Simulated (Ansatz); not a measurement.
# GeMe3(NHiPr) (C₆H₁₇GeN): structure and electronic state

What does GeMe3(NHiPr) (C₆H₁₇GeN) look like as a singlet, and where do its frontier electrons sit?

Program: Ansatz 0.2.0, Gaussian basis. Level of theory: RKS PBE0-D4/def2-TZVP. These are calculated values, not measurements.

Levels to be run: relaxation at PBE-D4/def2-SVP; a single point at PBE0-D4/def2-TZVP.

2 further runs of the same task are left out: 2 set aside as unsound or not needed.

### Step 1. Starting geometry

25 atoms, charge 0, spin multiplicity 1.

Atoms are counted from 1 here; the program's logs count them from 0.

Bond lengths: Ge1–C2 1.985 Å, Ge1–C6 1.988 Å, Ge1–C10 2.006 Å, Ge1–N14 1.842 Å, C2–H3 1.086 Å, C2–H4 1.086 Å, C2–H5 1.086 Å, C6–H7 1.085 Å, C6–H8 1.085 Å, C6–H9 1.086 Å, C10–H11 1.086 Å, C10–H12 1.086 Å, C10–H13 1.085 Å, N14–C15 1.451 Å, N14–H18 1.012 Å, C15–C16 1.521 Å, C15–C17 1.532 Å, C15–H19 1.101 Å and more. Angles: C2–Ge1–C6 109.5°, C2–Ge1–C10 109.5°, C2–Ge1–N14 102.6°, C6–Ge1–C10 109.5°, C6–Ge1–N14 109.4°, C10–Ge1–N14 116.0°, Ge1–C2–H3 110.5°, Ge1–C2–H4 111.6°, Ge1–C2–H5 110.4°, H3–C2–H4 108.2°, H3–C2–H5 108.1°, H4–C2–H5 107.9°, Ge1–C6–H7 112.4°, Ge1–C6–H8 110.3°, Ge1–C6–H9 109.5°, H7–C6–H8 108.4°, H7–C6–H9 107.9°, H8–C6–H9 108.2° and more.

Geometry (Å):

```xyz
25

Ge    0.3195    0.5286    0.9187
C    -0.0022    0.4495    2.8754
H     0.4252   -0.4566    3.2938
H    -1.0635    0.4626    3.1068
H     0.4579    1.2998    3.3697
C     2.2746    0.6298    0.5709
H     2.4996    0.8700   -0.4631
H     2.7486   -0.3160    0.8130
H     2.7155    1.4001    1.1972
C    -0.5809    2.1520    0.1587
H    -1.6560    2.1055    0.3064
H    -0.3849    2.2582   -0.9042
H    -0.2091    3.0405    0.6584
N    -0.3229   -1.0977    0.3383
C    -0.5618   -1.5279   -1.0269
C     0.6342   -1.1792   -1.8996
C    -1.8451   -0.9367   -1.6186
H    -1.0809   -1.4193    0.9264
H    -0.6682   -2.6239   -1.0058
H     0.7198   -0.0982   -1.9888
H     0.5181   -1.6066   -2.8924
H     1.5431   -1.5669   -1.4484
H    -1.7617    0.1467   -1.6696
H    -2.0172   -1.3243   -2.6200
H    -2.7015   -1.1899   -0.9965
```

The start is a GFN2-xTB geometry.

### Step 2. Relaxation at PBE-D4/def2-SVP

in.yaml reads:

```yaml
crystal:
  periodic: [false, false, false]
  atoms:
    - {symbol: Ge, position_ang: [0.319540, 0.528610, 0.918670]}
    - {symbol: C, position_ang: [-0.002200, 0.449540, 2.875380]}
    - {symbol: H, position_ang: [0.425160, -0.456620, 3.293840]}
    - {symbol: H, position_ang: [-1.063520, 0.462620, 3.106830]}
    - {symbol: H, position_ang: [0.457930, 1.299840, 3.369740]}
    - {symbol: C, position_ang: [2.274590, 0.629750, 0.570930]}
    - {symbol: H, position_ang: [2.499620, 0.870000, -0.463080]}
    - {symbol: H, position_ang: [2.748640, -0.316010, 0.813020]}
    - {symbol: H, position_ang: [2.715540, 1.400070, 1.197190]}
    - {symbol: C, position_ang: [-0.580940, 2.151990, 0.158660]}
    - {symbol: H, position_ang: [-1.656020, 2.105480, 0.306350]}
    - {symbol: H, position_ang: [-0.384850, 2.258200, -0.904240]}
    - {symbol: H, position_ang: [-0.209130, 3.040470, 0.658440]}
    - {symbol: N, position_ang: [-0.322880, -1.097690, 0.338260]}
    - {symbol: C, position_ang: [-0.561840, -1.527880, -1.026870]}
    - {symbol: C, position_ang: [0.634160, -1.179230, -1.899560]}
    - {symbol: C, position_ang: [-1.845090, -0.936730, -1.618600]}
    - {symbol: H, position_ang: [-1.080940, -1.419260, 0.926410]}
    - {symbol: H, position_ang: [-0.668230, -2.623880, -1.005780]}
    - {symbol: H, position_ang: [0.719810, -0.098150, -1.988770]}
    - {symbol: H, position_ang: [0.518060, -1.606640, -2.892360]}
    - {symbol: H, position_ang: [1.543070, -1.566940, -1.448410]}
    - {symbol: H, position_ang: [-1.761720, 0.146660, -1.669560]}
    - {symbol: H, position_ang: [-2.017220, -1.324320, -2.620010]}
    - {symbol: H, position_ang: [-2.701530, -1.189890, -0.996480]}
basis:
  gaussian: {orbitals: def2-SVP}
hamiltonian: {xc: pbe, dispersion: d4}
scf: {lower_state_search: "off"}
output: {orbitals: {seedname: orbitals}}
relax: {f_tol: 0.03, max_steps: 70}
```

The run is started by

```console
$ ansatz run in.yaml --threads 4 --pin off --events-out ev --progress --plain --max-ram 6963MiB
```

Further steps of the session: Single point, PBE0-D4/def2-TZVP.

**Question.** What will the summary of the whole plan be? Wanted: point group; commonest bond, hydrogen aside; HOMO, LUMO at PBE0-D4/def2-TZVP; dipole at PBE-D4/def2-SVP.

The runs gave:

| quantity | value |
| --- | --- |
| point group | C1 |
| commonest bond, hydrogen aside | C–Ge, 3 of mean length 1.972 Å |
| HOMO, LUMO at PBE0-D4/def2-TZVP | -6.19, 0.74 eV |
| dipole at PBE-D4/def2-SVP | 0.51 D |

**Reading.** The molecule keeps its bonding pattern by the stored test; the atoms moved 0.06 Å (rms). No usable vibrations, so a minimum isn't proven. The point group is read from a loosely relaxed geometry; soft torsions can leave it below the true symmetry.
